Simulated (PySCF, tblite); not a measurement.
# C6H9F: dynamics, then NMR shifts on frames, part 1 of 2

How do NMR shifts of C6H9F (`C=C(F)/C(C)=C/C`) change as the atoms move?

The runs use tblite 0.8.0 and PySCF 2.14.0, with density-fitted response routines of our own; the level of theory stands in each step. All values are computed, except where a source is named. Atoms are numbered from 0 throughout.

### 1 The starting structure

16 atoms, charge 0, multiplicity 1; geometry from: GFN2-xTB.

Bonds of the start (Å): C0–C1 1.33, C1–F2 1.36, C1–C3 1.46, C3–C4 1.50, C3–C5 1.34, C5–C6 1.49, C0–H7 1.07, C0–H8 1.08, C4–H9 1.09, C4–H10 1.09, C4–H11 1.08, C5–H12 1.08, C6–H13 1.09, C6–H14 1.09, C6–H15 1.09.

### 2 A short Langevin run with GFN2-xTB

Job settings and geometry (Å):

```
{"job": {"kind": "md", "xc": "GFN2-xTB", "basis": "xTB", "temperature": 300, "steps": 2000, "every": 50, "frames": 5}, "charge": 0, "multiplicity": 1}
C      2.578190     0.244724    -0.526054
C      1.580745    -0.119372     0.271297
F      1.913733    -0.664125     1.472108
C      0.143541    -0.014026     0.031206
C     -0.245143     0.581612    -1.290232
C     -0.711999    -0.438448     0.968056
C     -2.200093    -0.425739     0.933569
H      2.405949     0.681748    -1.489051
H      3.599077     0.107059    -0.217950
H      0.152335     1.591292    -1.378424
H      0.159268    -0.016584    -2.104929
H     -1.322535     0.627767    -1.402455
H     -0.304567    -0.849999     1.882736
H     -2.601921    -0.010820     0.014634
H     -2.575241    -1.442882     1.050215
H     -2.578939     0.156738     1.773865
```

Method: GFN2-xTB Langevin dynamics, gas phase.

The run is started by

```sh
$ OMP_NUM_THREADS=1 python probes_run.py task.json out
```

The driver reads the jobs from task.json and runs them one after another.

Output:

```text
t/fs     T/K      E/eV
    0.0   244.0   -601.95266
   25.0   149.5   -601.72112
   50.0   183.1   -601.54084
   75.0   184.7   -601.47688
  100.0   262.5   -601.56266
  125.0   227.9   -601.54324
  150.0   258.2   -601.47668
  175.0   223.8   -601.45631
  200.0   305.8   -601.43532
  225.0   218.3   -601.26909
  250.0   246.1   -601.42510
  275.0   227.9   -601.51663
  300.0   280.8   -601.51996
  325.0   367.0   -601.54573
  350.0   323.8   -601.37357
  375.0   253.4   -601.40213
  400.0   241.9   -601.34081
  425.0   283.5   -601.45042
  450.0   290.8   -601.43599
  475.0   318.9   -601.35808
  500.0   269.1   -601.39788
  525.0   278.0   -601.40534
  550.0   300.6   -601.43281
  575.0   245.0   -601.51518
  600.0   238.3   -601.44131
  625.0   350.1   -601.50881
  650.0   242.8   -601.52017
  675.0   278.8   -601.52252
  700.0   260.0   -601.39687
  725.0   273.0   -601.53117
  750.0   294.2   -601.56850
  775.0   231.1   -601.44738
  800.0   289.4   -601.51027
  825.0   293.5   -601.46981
  850.0   230.5   -601.31115
  875.0   344.1   -601.33925
  900.0   226.7   -601.37163
  925.0   273.5   -601.46296
  950.0   252.1   -601.33661
  975.0   346.5   -601.62200
 1000.0   191.8   -601.39597
```

Run time: 16 s. Hardware: 1 thread of Arm Neoverse N1, shared host; peak memory 0.18 GiB.

Distance from the start (root mean square after alignment): 0 fs 0.00 Å, 200 fs 0.49 Å, 400 fs 0.36 Å, 600 fs 0.20 Å, 800 fs 0.33 Å, 1000 fs 0.77 Å.

Positions (Å) and forces (eV/Å) at 1000 fs:

```xyz
16

C     1.879    1.409    1.327    0.570    0.276   -0.290
C     1.077    0.376    1.513   -0.036   -1.353   -0.289
F     1.598   -0.610    2.404   -1.113    1.163   -0.989
C    -0.217    0.033    0.827    1.073    1.032    0.750
C    -0.654    0.877   -0.320   -1.105   -0.850    0.414
C    -0.947   -0.905    1.380   -2.364   -1.274   -0.613
C    -2.323   -1.478    1.008    1.775   -0.259    0.202
H     1.741    2.190    0.575   -0.134   -0.405    0.645
H     2.808    1.412    1.895   -0.292    0.244   -0.228
H    -1.239    1.727   -0.044   -0.802    0.294    0.505
H     0.170    1.288   -0.752    2.543    1.027   -1.421
H    -1.165    0.309   -1.094   -0.227   -0.158    0.247
H    -0.547   -1.498    2.124    0.944   -0.786    1.683
H    -3.044   -1.311    1.787   -0.146    0.208    0.383
H    -2.651   -1.026    0.108   -0.504    0.127   -0.829
H    -2.197   -2.579    0.916   -0.180    0.715   -0.172
```

### 3 Shielding tensors: 250 fs, PBE0/pcSseg-1

Job settings and geometry (Å):

```
{"job": {"kind": "nmr", "xc": "PBE0", "basis": "pcSseg-1", "pop": false}, "charge": 0, "multiplicity": 1}
C      2.216600     0.125000    -0.053500
C      1.164200    -0.182100     0.717600
F      1.449100    -0.620100     1.938300
C     -0.352700    -0.084000     0.373200
C     -0.781800     0.941100    -0.612500
C     -1.112400    -1.126300     0.769600
C     -2.533700    -1.380500     0.452400
H      2.209500     0.615800    -1.072800
H      3.189800     0.010400     0.324200
H     -0.019000     1.714900    -0.700700
H     -0.987800     0.505900    -1.643800
H     -1.683800     1.442700    -0.364800
H     -0.637800    -1.850000     1.419200
H     -2.815400    -0.727600    -0.397700
H     -2.670000    -2.376800     0.090400
H     -3.133000    -1.292800     1.345100
```

With the program's defaults for keys left out, this is: GIAO PBE0/pcSseg-1 NMR shielding, non-relativistic, gas phase.

Output:

```text
coarse grid: 13184 points
cycle   1  E = -333.3026815868  dE =  7.418e-01  |g| = 5.648e-01  |ddm| = 3.525e+00
cycle   2  E = -333.2609665835  dE =  4.172e-02  |g| = 7.428e-01  |ddm| = 9.123e-01
cycle   3  E = -333.3681292390  dE = -1.072e-01  |g| = 1.091e-01  |ddm| = 5.516e-01
cycle   4  E = -333.3709504739  dE = -2.821e-03  |g| = 3.898e-02  |ddm| = 1.420e-01
cycle   5  E = -333.3712933532  dE = -3.429e-04  |g| = 1.279e-02  |ddm| = 3.899e-02
cycle   6  E = -333.3713277880  dE = -3.443e-05  |g| = 3.258e-03  |ddm| = 1.161e-02
cycle   7  E = -333.3713300135  dE = -2.226e-06  |g| = 1.076e-03  |ddm| = 3.206e-03
final grid: 127200 points
cycle   8  E = -333.4206667721  dE = -4.399e-05  |g| = 7.753e-03  |ddm| = 3.281e-02
cycle   9  E = -333.4206629620  dE =  3.810e-06  |g| = 8.906e-03  |ddm| = 1.474e-02
cycle  10  E = -333.4206822673  dE = -1.931e-05  |g| = 1.159e-03  |ddm| = 8.251e-03
cycle  11  E = -333.4206825077  dE = -2.403e-07  |g| = 2.198e-04  |ddm| = 1.016e-03
cycle  12  E = -333.4206825154  dE = -7.771e-09  |g| = 1.279e-04  |ddm| = 2.805e-04
cycle  13  E = -333.4206825191  dE = -3.661e-09  |g| = 2.440e-05  |ddm| = 1.314e-04
cycle  14  E = -333.4206825192  dE = -1.186e-10  |g| = 8.295e-06  |ddm| = 2.722e-05
converged SCF energy = -333.4206825192

GIAO shielding tensors (ppm)
atom      isotropic    diamagn.    paramagn.     s11        s22        s33       span
  0 C       91.804     257.681    -165.877      2.835    107.505    165.072    162.237
  1 C        6.169     249.921    -243.752   -105.172     50.986     72.693    177.865
  2 F      269.207     476.307    -207.100    192.746    267.319    347.555    154.809
  3 C       44.286     259.975    -215.689    -65.757     64.057    134.559    200.315
  4 C      171.603     248.395     -76.792    158.454    169.896    186.458     28.004
  5 C       45.712     256.032    -210.321    -70.087     43.417    163.805    233.891
  6 C      170.757     248.709     -77.952    153.657    173.368    185.246     31.590
  7 H       26.196      31.340      -5.144     23.846     24.867     29.875      6.029
  8 H       27.324      30.151      -2.827     25.231     25.741     31.001      5.770
  9 H       29.804      31.350      -1.547     25.340     29.536     34.535      9.195
 10 H       28.653      29.776      -1.123     24.876     26.488     34.596      9.720
 11 H       30.142      30.792      -0.650     25.973     28.796     35.657      9.685
 12 H       25.435      33.476      -8.041     22.527     23.309     30.468      7.941
 13 H       29.088      29.977      -0.889     24.349     30.277     32.639      8.290
 14 H       30.431      28.778       1.653     26.659     27.851     36.783     10.124
 15 H       29.874      27.620       2.254     25.628     27.354     36.640     11.011
```

Wall time 40 s (1 thread of Arm Neoverse N1, shared host); peak memory 0.83 GiB.

The references, computed at this level on geometries of the same kind, shield at (ppm): 1H TMS 31.72, 13C TMS 186.9, 19F CFCl3 170.9. Their shielding less the atom's gives the shift. The references are single molecules in the gas phase, so shifts against H2O, NH3, PH3, H3PO4 or CFCl3 are not on the usual liquid scales and can be off by tens of ppm. Each atom is listed at this fixed geometry, with no averaging over motion; a spectrum would average atoms that exchange fast.

```tsv
atoms	environment	σ (ppm)	δ (ppm)
C1	fully substituted alkene carbon	6.2	180.8
C3	fully substituted alkene carbon	44.3	142.6
C5	alkene CH	45.7	141.2
C0	terminal =CH2 carbon	91.8	95.1
C6	allylic methyl carbon	170.8	16.2
C4	allylic methyl carbon	171.6	15.3
H12	hydrogen on an alkene CH	25.43	6.28
H7	hydrogen on a terminal =CH2 carbon	26.20	5.52
H8	hydrogen on a terminal =CH2 carbon	27.32	4.39
H10	hydrogen on an allylic methyl carbon	28.65	3.06
H13	hydrogen on an allylic methyl carbon	29.09	2.63
H9	hydrogen on an allylic methyl carbon	29.80	1.91
H15	hydrogen on an allylic methyl carbon	29.87	1.84
H11	hydrogen on an allylic methyl carbon	30.14	1.57
H14	hydrogen on an allylic methyl carbon	30.43	1.29
F2	vinylic fluorine	269.2	-98.3
```

Orbitals, density, ELF and potential are computed afterwards from the orbital file.

Frontier orbitals at PBE0/pcSseg-1, with the share of their density that lies nearest to each atom:

```tsv
orbital	energy (eV)	lies on
HOMO	-6.59	C0 26 %; C5 21 %; C3 17 %
LUMO	-0.51	C5 26 %; C3 19 %; C0, C1 about 13 % each
```

ELF in a plane through or near 8 of the atoms.

Ten even steps from ' ' (0.00) to '@' (1.00):
```
                                                        
                                                        
                                                        
                      ..                                
                  ..++++--::::..                        
                  ..%%@@**++**==..                      
            ----    **@@##--++++..  ::%%%%==            
          ::**%%==  ..==++--++--  ..@@@@@@##..          
          ::##%%##::    ++%%##::  --@@@@@@**..          
          ::++##**==..::++==++--..--%%@@##--..          
        ==%%##::::%%++**%%--%%##++%%--====++::          
      ::@@@@@@##++%%----%%==##::--%%**::##**--          
      ::@@@@@@##--++--====..++++==**++==**==::          
        ##@@@@--  ..==--..  %%@@@@++........            
          ::    ..==++++::  @@@@@@##                    
                ..--++==..  ##@@@@**                    
                  ..::..    ..++==..                    
                                                        
                                                        
                                                        
```
The map spans 12.1 Å across and 9.1 Å up, centred on the molecule. Atoms in the plane (x, y in Å): C0 (-2.6, -0.3), C1 (-1.5, -0.8), C4 (-0.1, 1.5), C5 (1.0, -0.8), C6 (2.4, -0.4), H8 (-3.5, -0.9), H12 (0.8, -1.9), H13 (2.4, 0.7).

On the surface of density 0.002 e/bohr³ the electrostatic potential runs, from the 1st to the 99th percentile, from -0.88 V near F2 to 0.81 V near H7.

### 4 Shielding tensors: 425 fs, PBE0/pcSseg-1

Job settings and geometry (Å):

```
{"job": {"kind": "nmr", "xc": "PBE0", "basis": "pcSseg-1", "pop": false}, "charge": 0, "multiplicity": 1}
C      1.518200     0.640000     0.497700
C      0.626300    -0.194100     1.052100
F      1.174700    -1.017000     2.000700
C     -0.811600    -0.257600     0.737900
C     -1.371400     1.065800     0.171400
C     -1.420200    -1.438100     0.883000
C     -2.869700    -1.781300     0.520700
H      1.230400     1.391800    -0.160200
H      2.597000     0.671100     0.781100
H     -0.950600     1.955800     0.637000
H     -1.032000     1.166400    -0.827100
H     -2.452300     0.995300     0.236500
H     -0.964600    -2.330300     1.372100
H     -3.471700    -0.973400     0.095500
H     -2.769300    -2.495400    -0.276700
H     -3.433000    -2.220900     1.282000
```

With the program's defaults for keys left out, this is: GIAO PBE0/pcSseg-1 NMR shielding, non-relativistic, gas phase.

Output:

```text
coarse grid: 13184 points
cycle   1  E = -333.3033186513  dE =  7.143e-01  |g| = 5.592e-01  |ddm| = 3.523e+00
cycle   2  E = -333.2654697232  dE =  3.785e-02  |g| = 7.378e-01  |ddm| = 9.938e-01
cycle   3  E = -333.3665793682  dE = -1.011e-01  |g| = 1.050e-01  |ddm| = 5.972e-01
cycle   4  E = -333.3691503896  dE = -2.571e-03  |g| = 3.543e-02  |ddm| = 1.355e-01
cycle   5  E = -333.3694445540  dE = -2.942e-04  |g| = 1.168e-02  |ddm| = 3.891e-02
cycle   6  E = -333.3694716160  dE = -2.706e-05  |g| = 3.222e-03  |ddm| = 1.094e-02
cycle   7  E = -333.3694738097  dE = -2.194e-06  |g| = 6.715e-04  |ddm| = 3.201e-03
final grid: 127200 points
cycle   8  E = -333.4200542624  dE = -5.035e-05  |g| = 8.732e-03  |ddm| = 3.722e-02
cycle   9  E = -333.4200486764  dE =  5.586e-06  |g| = 1.056e-02  |ddm| = 1.756e-02
cycle  10  E = -333.4200727702  dE = -2.409e-05  |g| = 1.481e-03  |ddm| = 9.932e-03
cycle  11  E = -333.4200731049  dE = -3.347e-07  |g| = 2.521e-04  |ddm| = 1.397e-03
cycle  12  E = -333.4200731133  dE = -8.349e-09  |g| = 1.256e-04  |ddm| = 2.727e-04
cycle  13  E = -333.4200731171  dE = -3.840e-09  |g| = 3.590e-05  |ddm| = 1.397e-04
cycle  14  E = -333.4200731174  dE = -3.020e-10  |g| = 9.284e-06  |ddm| = 3.798e-05
converged SCF energy = -333.4200731174

GIAO shielding tensors (ppm)
atom      isotropic    diamagn.    paramagn.     s11        s22        s33       span
  0 C       87.345     259.659    -172.315     -3.089    102.868    162.255    165.345
  1 C        6.207     250.962    -244.754   -105.216     54.031     69.808    175.024
  2 F      265.501     477.138    -211.637    168.550    294.875    333.079    164.530
  3 C       52.868     262.529    -209.662    -48.702     62.535    144.769    193.471
  4 C      169.310     248.637     -79.327    151.376    168.185    188.369     36.993
  5 C       51.503     251.479    -199.977    -46.968     41.892    159.584    206.552
  6 C      170.814     246.892     -76.078    154.208    170.736    187.498     33.290
  7 H       27.963      35.933      -7.970     25.170     26.333     32.386      7.216
  8 H       26.050      29.479      -3.428     23.754     24.592     29.805      6.052
  9 H       29.818      30.101      -0.283     25.967     28.467     35.021      9.054
 10 H       30.371      32.791      -2.420     27.316     27.846     35.952      8.636
 11 H       29.346      30.306      -0.960     24.048     29.621     34.369     10.322
 12 H       24.703      31.336      -6.632     21.269     23.548     29.294      8.024
 13 H       29.851      30.173      -0.322     25.229     30.157     34.167      8.938
 14 H       30.455      28.915       1.540     26.168     28.220     36.977     10.809
 15 H       31.044      27.727       3.318     26.953     28.480     37.701     10.748
```

It took 30 s on 1 thread of Arm Neoverse N1, shared host; peak memory 0.74 GiB.

In short: δ C1 180.7, C5 135.4, C3 134.1, C0 99.6, H12 7.01, H8 5.67 ppm.

(Continued in part 2 of 2.)
